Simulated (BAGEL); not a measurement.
**A workflow on CH4F2OSi (SMILES C[Si](O)(F)F)**

Aim: a single-point energy (HF/cc-pVDZ), then a single-point energy (NEVPT2(2,2)/cc-pVDZ) of CH4F2OSi. 

Program for the calculation: BAGEL 1.2.2.

1 further run of the same task is left out (set aside as unsound or not needed).

## 1. Starting point

CH4F2OSi has 9 atoms, charge 0, and is taken as a singlet. As SMILES, `C[Si](O)(F)F`. One bond was lengthened or shortened from a relaxed shape.

Bond lengths: C1–Si2 1.831 Å, Si2–O3 1.621 Å, Si2–F4 1.590 Å, Si2–F5 1.590 Å, C1–H6 1.092 Å, C1–H7 1.092 Å, C1–H8 1.255 Å, O3–H9 0.958 Å. Some angles: C1–Si2–O3 109.9°, C1–Si2–F4 111.2°, C1–Si2–F5 111.2°, O3–Si2–F4 110.0°, O3–Si2–F5 110.0°, F4–Si2–F5 104.6°, Si2–C1–H6 110.5°, Si2–C1–H7 110.5°, Si2–C1–H8 110.6°, Si2–O3–H9 119.7°.

## 2. The energy at HF/cc-pVDZ (density fitting with svp-jkfit) (run 1)

The input, hf.json:

```json
{ "bagel": [

{
  "title": "molecule",
  "basis": "cc-pvdz.json",
  "df_basis": "svp-jkfit",
  "angstrom": true,
  "geometry": [
    { "atom": "C", "xyz": [      -1.136804,       0.303116,      -0.011340 ] },
    { "atom": "Si", "xyz": [       0.632696,      -0.166484,      -0.041640 ] },
    { "atom": "O", "xyz": [       1.135996,      -0.515684,       1.458860 ] },
    { "atom": "F", "xyz": [       0.879996,      -1.409784,      -1.001040 ] },
    { "atom": "F", "xyz": [       1.524496,       0.996916,      -0.657040 ] },
    { "atom": "H", "xyz": [      -1.742904,      -0.515884,       0.380460 ] },
    { "atom": "H", "xyz": [      -1.289504,       1.177516,       0.624160 ] },
    { "atom": "H", "xyz": [      -1.540100,       0.577500,      -1.168100 ] },
    { "atom": "H", "xyz": [       2.045296,      -0.779684,       1.605560 ] }
  ]
},

{
  "title": "hf",
  "charge": 0
},

{
  "title": "print",
  "file": "orbitals.molden",
  "orbitals": true
}

]}
```

The basis set cc-pVDZ is read from a file made from the Basis Set Exchange's data (not shown).

Command:

```
$ BAGEL_NUM_THREADS=1 BAGEL hf.json > hf.out
```

Output:

```text
* using 1 threads per process

  ===============================================================
  ===============================================================

  *** Geometry ***

  { "atom" : "C", "xyz" : [     -2.148248,      0.572806,     -0.021429 ] },
  { "atom" : "Si", "xyz" : [      1.195622,     -0.314609,     -0.078688 ] },
  { "atom" : "O", "xyz" : [      2.146721,     -0.974502,      2.756846 ] },
  { "atom" : "F", "xyz" : [      1.662951,     -2.664106,     -1.891691 ] },
  { "atom" : "F", "xyz" : [      2.880880,      1.883898,     -1.241626 ] },
  { "atom" : "H", "xyz" : [     -3.293611,     -0.974879,      0.718965 ] },
  { "atom" : "H", "xyz" : [     -2.436809,      2.225183,      1.179491 ] },
  { "atom" : "H", "xyz" : [     -2.910367,      1.091317,     -2.207389 ] },
  { "atom" : "H", "xyz" : [      3.865049,     -1.473389,      3.034069 ] },

  Number of auxiliary basis functions:      506

  Since a DF basis is specified, we compute 2- and 3-index integrals:
    o Being stored without compression. Storage requirement is 0.036 GB

  Number of basis functions:       94
  Number of electrons      :       50

    * METHOD: MOLECULE                             0.27

  *** RHF ***

  === Nuclear Repulsion ===
   262.8133642219

      * DIIS with orbital gradients will be used.

  === RHF iteration (cc-pvdz.json) ===
      0       -602.71832137          0.01693337           0.10
      1       -602.95548000          0.01015936           0.10
      2       -603.05496915          0.00124485           0.10
      3       -603.05644534          0.00041225           0.10
      4       -603.05657932          0.00006857           0.14
      5       -603.05658471          0.00001801           0.10
      6       -603.05658514          0.00000732           0.10
      7       -603.05658521          0.00000197           0.10
      8       -603.05658522          0.00000057           0.10
      9       -603.05658522          0.00000015           0.10
     10       -603.05658522          0.00000005           0.10
     11       -603.05658522          0.00000002           0.10
     12       -603.05658522          0.00000000           0.10
    * SCF iteration converged.

    * Permanent dipole moment:
           (    0.205847,     0.013439,    -0.480644) a.u.

    * METHOD: HF                                   1.54

    * METHOD: PRINT                                0.02

  ===============================================================
```

Run time: 2.1 s. Hardware: 1 thread of Arm Neoverse V2, shared host; peak memory 0.14 GiB.

## 3. A single-point energy at NEVPT2(2,2)/cc-pVDZ (density fitting with svp-jkfit) (run 2)

The input, nevpt2.json:

```json
{ "bagel": [

{
  "title": "molecule",
  "basis": "cc-pvdz.json",
  "df_basis": "svp-jkfit",
  "angstrom": "true",
  "geometry": [
    { "atom": "C", "xyz": [   -1.136804,    0.303116,   -0.011340 ] },
    { "atom": "Si", "xyz": [    0.632696,   -0.166484,   -0.041640 ] },
    { "atom": "O", "xyz": [    1.135996,   -0.515684,    1.458860 ] },
    { "atom": "F", "xyz": [    0.879996,   -1.409784,   -1.001040 ] },
    { "atom": "F", "xyz": [    1.524496,    0.996916,   -0.657040 ] },
    { "atom": "H", "xyz": [   -1.742904,   -0.515884,    0.380460 ] },
    { "atom": "H", "xyz": [   -1.289504,    1.177516,    0.624160 ] },
    { "atom": "H", "xyz": [   -1.540100,    0.577500,   -1.168100 ] },
    { "atom": "H", "xyz": [    2.045296,   -0.779684,    1.605560 ] }
  ]
},
{
  "title": "hf"
},
{
  "title": "nevpt2",
  "nstate": 1,
  "nact": 2,
  "nclosed": 24,
  "active": [23, 28],
  "maxiter": 200,
  "natocc": "true",
  "ncore": 9
},
{
  "title": "print",
  "file": "orbitals.molden",
  "orbitals": "true"
}

]}
```

The basis set cc-pVDZ is read from a file made from the Basis Set Exchange's data (not shown).

Command:

```
$ BAGEL_NUM_THREADS=1 BAGEL nevpt2.json > nevpt2.out
```

Output:

```text
* using 1 threads per process

  ===============================================================
  ===============================================================

  *** Geometry ***

  { "atom" : "C", "xyz" : [     -2.148248,      0.572806,     -0.021429 ] },
  { "atom" : "Si", "xyz" : [      1.195622,     -0.314609,     -0.078688 ] },
  { "atom" : "O", "xyz" : [      2.146721,     -0.974502,      2.756846 ] },
  { "atom" : "F", "xyz" : [      1.662951,     -2.664106,     -1.891691 ] },
  { "atom" : "F", "xyz" : [      2.880880,      1.883898,     -1.241626 ] },
  { "atom" : "H", "xyz" : [     -3.293611,     -0.974879,      0.718965 ] },
  { "atom" : "H", "xyz" : [     -2.436809,      2.225183,      1.179491 ] },
  { "atom" : "H", "xyz" : [     -2.910367,      1.091317,     -2.207389 ] },
  { "atom" : "H", "xyz" : [      3.865049,     -1.473389,      3.034069 ] },

  Number of auxiliary basis functions:      506

  Since a DF basis is specified, we compute 2- and 3-index integrals:
    o Being stored without compression. Storage requirement is 0.036 GB

  Number of basis functions:       94
  Number of electrons      :       50

    * METHOD: MOLECULE                             0.27

  *** RHF ***

  === Nuclear Repulsion ===
   262.8133642219

      * DIIS with orbital gradients will be used.

  === RHF iteration (cc-pvdz.json) ===
      0       -602.71832137          0.01693337           0.10
      1       -602.95548000          0.01015936           0.09
      2       -603.05496915          0.00124485           0.10
      3       -603.05644534          0.00041225           0.10
      4       -603.05657932          0.00006857           0.14
      5       -603.05658471          0.00001801           0.10
      6       -603.05658514          0.00000732           0.10
      7       -603.05658521          0.00000197           0.10
      8       -603.05658522          0.00000057           0.10
      9       -603.05658522          0.00000015           0.10
     10       -603.05658522          0.00000005           0.10
     11       -603.05658522          0.00000002           0.10
     12       -603.05658522          0.00000000           0.10
    * SCF iteration converged.

    * Permanent dipole moment:
           (    0.205847,     0.013439,    -0.480644) a.u.

    * METHOD: HF                                   1.52

    * freezing 9 orbitals
  ---------------------------
      CASSCF calculation
  ---------------------------

    ==== Active orbitals : =====
         Orbital 23
         Orbital 28
    ============================

    * nstate   :      1
    * nclosed  :     24
    * nact     :      2
    * nvirt    :     68
  === CASSCF iteration (cc-pvdz.json) ===

    * Using the second-order algorithm

      0  0      -603.05757814     1.87e-04      0.03

      1  0      -603.07155300     1.05e-03      0.49

      2  0      -603.07516585     3.87e-04      0.53

      3  0      -603.07607936     7.65e-05      0.52

      4  0      -603.07610003     1.54e-05      0.52

      5  0      -603.07610037     2.25e-06      0.51

      6  0      -603.07610038     3.47e-07      0.50

      7  0      -603.07610038     6.57e-08      0.53

      8  0      -603.07610038     1.47e-08      0.49

      9  0      -603.07610038     3.51e-09      0.41

    * Second-order optimization converged. *

     guess   0:   closed 1.                   open ..

  === FCI iteration ===

      0  0      -603.05624867     8.21e-02      0.00
      1  0      -603.07609471     1.08e-03      0.00
      2  0 *    -603.07610038     1.55e-15      0.00

     * ci vector, state   0, <S^2> = 0.0000
       2.     0.9927643120
       .2    -0.1200792275

  === DF-NEVPT2 calculation ===

    * 3-index integral transformation done
    * assembly done

      NEVPT2 correlation energy:   -0.7781586141      0.27

          (+0)     -0.7241263521
          (+0)'    -0.0152140647
          (+1)     -0.0042278069
          (+1)'    -0.0000000000
          (+2)     -0.0002584876
          (-1)     -0.0259083291
          (-1)'     0.0000000000
          (-2)     -0.0084235736

      NEVPT2 total energy:       -603.8542589927

    * METHOD: NEVPT2                               5.21

    * METHOD: PRINT                                0.02

  ===============================================================
```

It took 7.5 s on 1 thread of Arm Neoverse V2, shared host; peak memory 0.14 GiB.

## 4. Outcome

| quantity | value |
| --- | --- |
| run 1, HF/cc-pVDZ: total energy | -603.05659 Eh |
| run 1, HF/cc-pVDZ: dipole moment | 1.33 D |
| run 1, HF/cc-pVDZ: HOMO energy | -13.62 eV |
| run 1, HF/cc-pVDZ: LUMO energy | 4.32 eV |
| run 1, HF/cc-pVDZ: HOMO–LUMO gap | 17.95 eV |
| run 2, NEVPT2(2,2)/cc-pVDZ: total energy | -603.85426 Eh |
